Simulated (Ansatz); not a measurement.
**GaH3O2: molecular dynamics**

Purpose: to follow the molecule's vibrations and see whether its bonds hold. The start is relaxed first. Runs: 500 steps of 0.5 fs at constant energy, with velocities drawn for 1000 K.

Program: Ansatz 0.2.0. Level of theory: RKS PBE/def2-SVP. These are calculated values, not measurements.

**1. The starting structure**

Bond lengths: Ga1–H2 1.570 Å, Ga1–O3 1.790 Å, O3–H4 1.010 Å, Ga1–O5 1.790 Å, O5–H6 1.010 Å. Angles: H2–Ga1–O3 120.0°, H2–Ga1–O5 120.0°, O3–Ga1–O5 120.0°, Ga1–O3–H4 109.5°, Ga1–O5–H6 109.5°.

Coordinates:

```xyz
6

Ga    0.0000    0.0000    0.0000
H     0.0000    0.0000    1.5700
O     1.5501    0.0000   -0.8950
H     1.8500   -0.9519   -1.0499
O    -1.5501    0.0000   -0.8950
H    -2.0598   -0.8467   -0.6865
```

**2. Preparing the start**

File input.yaml:

```yaml
crystal:
  periodic: [false, false, false]
  atoms:
    - { symbol: Ga, position_ang: [0.0, 0.0, 0.0] }
    - { symbol: H, position_ang: [0.0, 0.0, 1.57] }
    - { symbol: O, position_ang: [1.5501, 0.0, -0.895] }
    - { symbol: H, position_ang: [1.85, -0.9519, -1.0499] }
    - { symbol: O, position_ang: [-1.5501, 0.0, -0.895] }
    - { symbol: H, position_ang: [-2.0598, -0.8467, -0.6865] }
basis:
  gaussian: { orbitals: def2-SVP }
hamiltonian:
  xc: pbe
relax:
  f_tol: 0.02
  max_steps: 40
```

On the command line:

```console
$ ansatz run input.yaml --threads 1 --pin off --max-ram 2048MiB --backend cpu --events-out ev --progress --plain --runs-dir out
```

After this run come: Dynamics.

What does the calculation give? Wanted: relaxation of the start; temperature, first and last step; temperature, second half; potential energy, second half; largest change of the total energy; bonds formed or broken.

**Answer**, as computed:

```
                          quantity                          value
           relaxation of the start        6 moves, 0.513 eV lower
                            length            500 steps of 0.5 fs
  temperature, first and last step                 1000 and 489 K
          temperature, second half  mean 467 K, from 215 to 680 K
     potential energy, second half    +46 meV/atom from the start
largest change of the total energy                  0.14 meV/atom
            bonds formed or broken                              0
```

In words: The temperature starts at 1000 K and averages 467 K in the second half, where it ranges from 215 to 680 K. About half is expected from a start at a minimum: kinetic energy passes into potential energy until both shares match. The total energy strays from its start by at most 0.14 meV/atom, 0.3 % of the mean kinetic energy, which is good for a step of 0.5 fs. The bonding pattern survives the run. 250 fs on 6 atoms is far too short and small for converged averages. The nuclei move classically, without zero-point motion, which matters most for hydrogen.
